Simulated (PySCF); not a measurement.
# CH7BN2O: the cost of one run

Computed with PySCF 2.14.0, with density-fitted response routines of our own, on a single molecule in the gas phase. Atoms are numbered from 0 throughout.

## 1. Starting geometry

12 atoms, charge 0, multiplicity 1; geometry from: PBE0-D3(BJ)/def2-SVP.

Bonds of the start (Å): N0–B1 1.41, B1–N2 1.41, B1–C3 1.60, C3–O4 1.42, N0–H5 1.01, N0–H6 1.01, N2–H7 1.01, N2–H8 1.01, C3–H9 1.10, C3–H10 1.11, O4–H11 0.96.

## 2. NMR shieldings: HF/pcSseg-2

The job: settings as JSON, then the geometry in Å.

```
{"job": {"kind": "nmr", "xc": "HF", "basis": "pcSseg-2", "pop": false}, "charge": 0, "multiplicity": 1}
N     -1.104534     1.296668     0.425542
B     -0.376028     0.120139     0.132029
N     -0.985257    -1.125958    -0.134571
C      1.220574     0.152007     0.078347
O      1.790941    -0.972613    -0.572449
H     -2.109045     1.334074     0.524550
H     -0.654069     2.189110     0.564612
H     -0.396798    -1.943992    -0.224362
H     -1.975079    -1.319488    -0.089584
H      1.609130     0.138042     1.112442
H      1.594069     1.104413    -0.355204
H      1.425321    -0.994242    -1.462694
```

With the program's defaults for keys left out, this is: GIAO HF/pcSseg-2 NMR shielding, non-relativistic, gas phase.

Started as:

```sh
OMP_NUM_THREADS=1 python probes_run.py task.json out
```

The driver reads the jobs from task.json and runs them one after another.

**Question.** How long does this first job take on 1 thread of Arm Neoverse V2, shared host, and how much memory does it need?

About 15 s, with a peak of 0.97 GiB.
